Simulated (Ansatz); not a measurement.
**SiO2: the band gap up the ladder of functionals**

The task here is to estimate one member of a computed series from the others.

The runs shown are made with Ansatz 0.2.0. PAW datasets, plane waves. All values are calculated for a non-magnetic cell, which may be hypothetical.

### The structure to begin with

The cell was relaxed beforehand with r2SCAN.

The symmetry is P4_2/mnm (No. 136, tetragonal); conventional cell a = 4.185 Å, c = 2.669 Å, 7.79 Å³ an atom. Around Si lie 6 O at 1.76–1.81 Å; around O lie 3 Si at 1.76–1.81 Å.

As a file:

Space group P4_2/mnm (No. 136). a = 4.185 Å, b = 4.185 Å, c = 2.669 Å, α = 90.00°, β = 90.00°, γ = 90.00°
| atom | site | symmetry | x | y | z |
| --- | --- | --- | --- | --- | --- |
| Si | 2a | m.mm | 0.5000 | 0.5000 | 0.5000 |
| O | 4f | m.2m | 0.1939 | 0.8061 | 0.5000 |

Set-up of the first run:

The input, input.yaml:

```yaml
crystal:
  lattice:
    - [4.1851909281, 0.0, 0.0]
    - [0.0, 4.1851909281, 0.0]
    - [0.0, 0.0, 2.6688388331]
  atoms:
    - { symbol: Si, position: [0.5, 0.5, 0.5] }
    - { symbol: Si, position: [0.0, 0.0, 0.0] }
    - { symbol: O, position: [0.193898886, 0.806101114, 0.5] }
    - { symbol: O, position: [0.806101114, 0.193898886, 0.5] }
    - { symbol: O, position: [0.306101114, 0.306101114, 0.0] }
    - { symbol: O, position: [0.693898886, 0.693898886, 0.0] }
kpoints:
  mp_grid: { grid: [6, 6, 10] }
  band_path:
    path:
      - [[0.0, 0.0, 0.0], [-2.515109150404e-51, 0.5, -6.334750852565e-35], [0.5, 0.5, -1.735758504764e-34], [0.0, 0.0, 0.0], [-3.645234432383e-52, -1.602046610498e-50, 0.5], [-3.645234432383e-52, 0.5, 0.5], [0.5, 0.5, 0.5], [-3.645234432383e-52, -1.602046610498e-50, 0.5]]
      - [[-2.515109150404e-51, 0.5, -6.334750852565e-35], [-3.645234432383e-52, 0.5, 0.5]]
      - [[0.5, 0.5, -1.735758504764e-34], [0.5, 0.5, 0.5]]
    npoints: 10
hamiltonian:
  xc: pbe
scf:
  occupations: { method: fermi_dirac, width: 0.02 }
  n_extra_bands: 5
output:
  forces: true
  stress: true
  eigenvalues: true
  write_density: true
  write_potential: true
  elf: true
  volumetric_format: npy
```

Run with:

```console
> ansatz run input.yaml --threads 2 --pin off --max-ram 20275MiB --backend cpu --events-out ev --progress --plain --runs-dir out
```

Among the steps run: PBE band path; r2SCAN; HSE06 at the same geometry; Single point with PBE0.

One table of the session follows, with a row left open; its other results are not shown here.

| level | gap (eV) |
| --- | --- |
| PBE | 5.56 |
| r2SCAN | 6.51 |
| HSE06 | 7.66 |
| PBE0 | ? |

Q: Estimate the row for PBE0 from the others.

**Answer.** gap (eV): 8.43. In the column «gap (eV)» it is the highest.

Meshes: PBE 6×6×10, r2SCAN 6×6×10, HSE06 4×4×6, PBE0 4×4×6

In words: PBE gives the least gap, 5.56 eV, and PBE0 the largest, 8.43 eV. Against HSE06, PBE is short by 2.10 eV, at 73 % of it, and r2SCAN 85 %. PBE0 lies 0.77 eV above HSE06, which differs from it by screening the long-range exchange.

Caveats from the session: Warnings in the runs' records: stress scf threshold loose, stress exchange threshold loose.
